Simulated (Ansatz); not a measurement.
**Si3Ge: a single-point run**

Wanted: a converged single-point run for Si3Ge, and a check of what comes out. The structure is shown as the input types it. The cell is built on a prototype (ordering on diamond) and needn't be the phase found in nature.

Method: density functional or hybrid calculation with the settings of its input, plane waves (as first typed), in Ansatz 0.2.0.

3 further runs of the same task are left out: 2 for a known fault of the program, 1 that didn't finish.

## Step 1: The system as given

It takes space group R3m (No. 160, trigonal). Conventional cell: a = 3.885 Å, b = 3.885 Å, c = 19.023 Å, α = 90.00°, β = 90.00°, γ = 120.00°. Si (site symmetry 3m) is surrounded by 3 Si at 2.37 Å and 1 Ge at 2.40 Å. Around Si (site symmetry 3m) lie 1 Si at 2.35 Å and 3 Ge at 2.39 Å. Si (site symmetry 3m) is surrounded by 4 Si at 2.35 to 2.37 Å. Around Ge (site symmetry 3m) lie 4 Si at 2.39 to 2.40 Å.

As a file:

```cif
data_structure
_symmetry_space_group_name_H-M 'R3m:H'
_symmetry_Int_Tables_number 160
_cell_length_a 3.8853
_cell_length_b 3.8853
_cell_length_c 19.0229
_cell_angle_alpha 90.000
_cell_angle_beta 90.000
_cell_angle_gamma 120.000
_cell_volume 248.69
loop_
_atom_site_label
_atom_site_type_symbol
_atom_site_symmetry_multiplicity
_atom_site_Wyckoff_symbol
_atom_site_fract_x
_atom_site_fract_y
_atom_site_fract_z
_atom_site_occupancy
Si1 Si 3 a 0.00000 0.00000 0.00134 1
Si2 Si 3 a 0.33333 0.66667 0.16537 1
Si3 Si 3 a 0.33333 0.66667 0.04167 1
Ge1 Ge 3 a 0.66667 0.33333 0.20828 1
```

## Step 2: Input and run

input.yaml reads:

```yaml
crystal:
  lattice:
    - [1.9426527489, 1.1215910875, 6.3409676215]
    - [-1.9426527489, 1.1215910875, 6.3409676215]
    - [0.0, -2.243182175, 6.3409676214]
  atoms:
    - { symbol: Si, position: [1.0013363433, 0.0013363433, 0.0013363433] }
    - { symbol: Si, position: [0.4987055952, 0.4987055952, 0.4987055952] }
    - { symbol: Si, position: [0.3750071689, 0.3750071689, 0.3750071689] }
    - { symbol: Ge, position: [0.8749508926, 0.8749508926, 0.8749508926] }
kpoints:
  mp_grid: { grid: [6, 6, 6] }
hamiltonian:
  xc: r2scan
scf:
  occupations: { method: fixed }
  n_extra_bands: 5
  convergence: { dr2_threshold: 0.0 }
  max_iter: 50
output:
  forces: true
  stress: true
  eigenvalues: true
```

Command:

```sh
$ ansatz run input.yaml --threads 4 --pin off --max-ram 3686MiB --backend cpu --events-out ev --progress --plain --runs-dir out
```

Q: Will this input give a usable result? If not, why, and what should change?

Nothing was computed: the input was turned down at the start. The line that matters: «invalid value for `scf.convergence.dr2_threshold`: must be finite and > 0; got 0 eV»

Look at the input: scf.convergence.dr2_threshold is 0.0. The program checks this value's range before starting, and it fails the check.

The cure: delete scf.convergence.dr2_threshold (the default then holds).
